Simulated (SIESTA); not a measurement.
The system is Ti3Pt.

```
Pt Ti
1.0
     5.03000    0.00000    0.00000
     0.00000    5.03000    0.00000
     0.00000    0.00000    5.03000
Pt Ti
2 6
Direct
  0.50000 0.50000 0.50000
  0.00000 0.00000 0.00000
  0.00000 0.50000 0.25000
  0.00000 0.50000 0.75000
  0.50000 0.25000 0.00000
  0.75000 0.00000 0.50000
  0.50000 0.75000 0.00000
  0.25000 0.00000 0.50000
```

| Item | Value |
| --- | --- |
| Program | SIESTA 5.4.2 |
| Task | single point |
| Functional | PBEsol |
| Potentials or basis | PseudoDojo 0.4 standard (PBEsol files) |
| Basis | DZP (energy shift 0.003 Ry; two zetas on semicore shells) |
| Grid cutoff | 800 Ry |
| Energy shift | 0.003 Ry |
| k mesh | 5 × 5 × 5 |
| Occupations | fermi-dirac, width 0.05 eV |
| Spin | no spin polarisation |

On this cell: pressure -3.9 GPa; largest force zero by symmetry; band gap on the k mesh none (metal or under the smearing width).

The same run follows on a disturbed copy (atoms moved at random, drawn with an rms of 0.05 Å):

```xyz
8
Lattice="5.0300 0.0000 0.0000 0.0000 5.0300 0.0000 0.0000 0.0000 5.0300" Properties=species:S:1:pos:R:3 pbc="T T T"
Pt    2.5512    2.4788    2.5562
Pt    0.0298    0.0346    0.0253
Ti   -0.0203    2.5208    1.2774
Ti    0.0311    2.5170    3.7604
Ti    2.5411    1.2462    0.0371
Ti    3.7582    0.0453    2.5355
Ti    2.5386    3.6968    0.0655
Ti    1.2204    0.0084    2.5239
```

Q: What does the disturbed cell give?

A: The energy (extrapolated to zero smearing) moves by +10.9 meV/atom; pressure -3.6 GPa; largest force 0.809 eV/Å; band gap on the k mesh none (metal or under the smearing width).

Forces on the atoms (eV/Å):
```
Pt  -0.329  0.423 -0.073
Pt  -0.186 -0.404 -0.051
Ti   0.298  0.079 -0.183
Ti  -0.035  0.079  0.419
Ti  -0.070 -0.407 -0.104
Ti   0.024 -0.398  0.083
Ti  -0.082  0.767 -0.244
Ti   0.378 -0.138  0.156
```

Stress tensor (GPa, compression positive):
```
-3.75  0.04  0.15
 0.04 -3.74  0.07
 0.15  0.07 -3.28
```

Caveats: short orbitals over semicore shells can move pressures by several GPa; the basis of atomic orbitals isn't converged, which shifts pressures, moduli and gaps.
